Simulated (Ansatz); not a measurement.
**BFH₃InO: how energies converge with the basis set**

An exercise on one series of results from a longer session: the logs are not shown, and one member is left open.

The runs use Ansatz 0.2.0, Gaussian basis; one geometry, several basis sets.

Levels to be run: PBE0-D4/def2-SVP; ωB97M-V/def2-SVP; PBE0-D4/def2-QZVPP; ωB97M-V/def2-QZVPP; the functionals' def2-TZVPP values are taken from earlier runs.

## The geometry

All runs share one geometry, relaxed beforehand with PBE0-D4 in a triple-zeta def2 set. In takes the def2 core potential; no spin-orbit term is included.

SMILES `O[B](F)[InH2]`, 7 atoms, charge 0, spin multiplicity 1.

Atoms are counted from 1 here; the program's logs count them from 0.

Bond lengths: O1–B2 1.351 Å, O1–H5 0.958 Å, B2–F3 1.333 Å, B2–In4 2.285 Å, In4–H6 1.730 Å, In4–H7 1.730 Å. Angles: B2–O1–H5 114.6°, O1–B2–F3 114.6°, O1–B2–In4 129.5°, F3–B2–In4 115.9°, B2–In4–H6 122.1°, B2–In4–H7 122.2°, H6–In4–H7 115.7°.

Set-up of the first run:

Contents of in.yaml:

```yaml
crystal:
  periodic: [false, false, false]
  atoms:
    - {symbol: O, position_ang: [1.602078, -0.397675, 1.127671]}
    - {symbol: B, position_ang: [0.460183, -0.743113, 0.493639]}
    - {symbol: F, position_ang: [0.120095, -2.025711, 0.622213]}
    - {symbol: In, position_ang: [-0.955613, 0.544538, -0.755209]}
    - {symbol: H, position_ang: [1.846789, 0.523906, 1.033927]}
    - {symbol: H, position_ang: [-2.310352, 1.364420, -0.057827]}
    - {symbol: H, position_ang: [-0.763181, 0.733626, -2.464414]}
basis:
  gaussian: {orbitals: def2-SVP}
hamiltonian: {xc: pbe0, dispersion: d4}
output: {orbitals: {seedname: orbitals}}
```

The run is started by

```console
$ ansatz run in.yaml --threads 2 --pin off --events-out ev --progress --plain --max-ram 4352MiB
```

Steps of the session up to this table: PBE0-D4 in def2-SVP; ωB97M-V in def2-SVP; PBE0-D4 in def2-QZVPP; ωB97M-V in def2-QZVPP.

One table of the session follows, with a row left open; its other results are not shown here.

It belongs to the step «Functionals by basis». 

| functional | basis | HOMO (eV) | LUMO (eV) |
| --- | --- | --- | --- |
| PBE0-D4 | def2-SVP | -7.35 | -1.99 |
| PBE0-D4 | def2-TZVPP | -7.45 | -2.06 |
| PBE0-D4 | def2-QZVPP | -7.47 | -2.07 |
| ωB97M-V | def2-SVP | ? | ? |
| ωB97M-V | def2-TZVPP | -9.57 | -0.59 |
| ωB97M-V | def2-QZVPP | -9.59 | -0.63 |

Estimate the missing values for ωB97M-V, def2-SVP.

As computed: HOMO (eV): -9.44; LUMO (eV): -0.42. In the column «HOMO (eV)» it lies between ωB97M-V, def2-TZVPP (-9.57) and PBE0-D4, def2-QZVPP (-7.47).
